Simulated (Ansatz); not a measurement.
Geometry optimisation, DFT PBE, scalar-relativistic, plane waves, PAW (Ansatz).

The input (input.yaml):

```yaml
accuracy: low
crystal:
  lattice:
    - [5.048742, 0.0, 0.0]
    - [2.524371, 4.372339, 0.0]
    - [0.0, 0.0, 17.776426]
  atoms:
    - { symbol: H, position: [0.1666667, 0.1666667, 0.0562543] }
    - { symbol: H, position: [0.6666667, 0.1666667, 0.0562543] }
    - { symbol: H, position: [0.1666667, 0.6666667, 0.0562543] }
    - { symbol: H, position: [0.6666667, 0.6666667, 0.0562543] }
    - { symbol: C, position: [0.1666667, 0.1666667, 0.118134] }
    - { symbol: C, position: [0.6666667, 0.1666667, 0.118134] }
    - { symbol: C, position: [0.1666667, 0.6666667, 0.118134] }
    - { symbol: C, position: [0.6666667, 0.6666667, 0.118134] }
    - { symbol: C, position: [-0.1666667, 0.3333333, 0.147121] }
    - { symbol: C, position: [0.3333333, 0.3333333, 0.147121] }
    - { symbol: C, position: [-0.1666667, 0.8333333, 0.147121] }
    - { symbol: C, position: [0.3333333, 0.8333333, 0.147121] }
    - { symbol: C, position: [-0.1666667, 0.3333333, 0.234082] }
    - { symbol: C, position: [0.3333333, 0.3333333, 0.234082] }
    - { symbol: C, position: [-0.1666667, 0.8333333, 0.234082] }
    - { symbol: C, position: [0.3333333, 0.8333333, 0.234082] }
    - { symbol: C, position: [0.0, 0.0, 0.2630689] }
    - { symbol: C, position: [0.5, 0.0, 0.2630689] }
    - { symbol: C, position: [0.0, 0.5, 0.2630689] }
    - { symbol: C, position: [0.5, 0.5, 0.2630689] }
    - { symbol: H, position: [0.0, 0.5, 0.3249487] }
    - { symbol: H, position: [0.5, 0.5, 0.3249487] }
    - { symbol: Au, position: [0.3194887, 0.3523991, 0.3800778], spin: 1.0 }
magnetization:
  spin_polarized: true
basis:
  ecutwfc: 420.0
kpoints:
  mp_grid: { grid: [2, 2, 1] }
hamiltonian:
  xc: pbe
  pseudopotentials: { kind: paw, azcp: { folder: soft_1 } }
scf:
  occupations: { method: fermi_dirac, width: 0.05 }
  lower_state_search: "off"
relax:
  f_tol: 0.08
  max_steps: 25
  adjacent_minimum: "off"
  constraints: [{ sites: [0, 1, 2, 3, 4, 5, 6, 7, 8, 9, 10, 11] }]
```

Run as:

```bash
$ ansatz run input.yaml --threads 1 --pin off --max-ram 3072MiB --backend cpu --events-out ev --progress --plain --runs-dir out
```

Task: Where does it end, and by what steps?

Result: The forces met the threshold. Limits of this set-up: coarse k mesh, thin slab, slab without dipole correction, low accuracy level. After 9 steps the energy has fallen by 3.340 eV; Au23 moved furthest, 1.53 Å. Parted: H21–Au23 (1.71 → 2.69 Å), H22–Au23 (1.74 → 2.70 Å).

| step | energy less start (eV) | largest force component (eV/Å) | accepted |
| --- | --- | --- | --- |
| 0 | 0.0000 | 3.760 | yes |
| 1 | -1.2270 | 2.229 | yes |
| 2 | -1.7733 | 1.906 | yes |
| 3 | -2.1462 | 1.746 | yes |
| 4 | -2.4943 | 1.614 | yes |
| 5 | -2.8104 | 1.422 | yes |
| 6 | -3.0730 | 1.055 | yes |
| 7 | -3.2542 | 0.607 | yes |
| 8 | -3.3358 | 0.131 | yes |
| 9 | -3.3402 | 0.034 | yes |

```xyz
23
Lattice="5.0487 0.0000 0.0000 2.5244 4.3723 0.0000 0.0000 0.0000 17.7764" Properties=species:S:1:pos:R:3
H 1.262 0.729 1.000
H 3.787 0.729 1.000
H 2.524 2.915 1.000
H 5.049 2.915 1.000
C 1.262 0.729 2.100
C 3.787 0.729 2.100
C 2.524 2.915 2.100
C 5.049 2.915 2.100
C 0.000 1.457 2.615
C 2.524 1.457 2.615
C 1.262 3.644 2.615
C 3.787 3.644 2.615
C 0.000 1.457 4.184
C 2.524 1.458 4.181
C 1.265 3.646 4.195
C 3.784 3.646 4.195
C 0.000 0.003 4.553
C 2.524 0.006 4.655
C 1.265 2.185 4.666
C 3.783 2.185 4.666
H 1.268 2.182 5.772
H 3.781 2.182 5.772
Au 2.524 0.009 6.754
```

Run time: 2.4 min on 1 thread of Arm Neoverse V1, with other jobs on the host, peak memory 0.69 GiB.
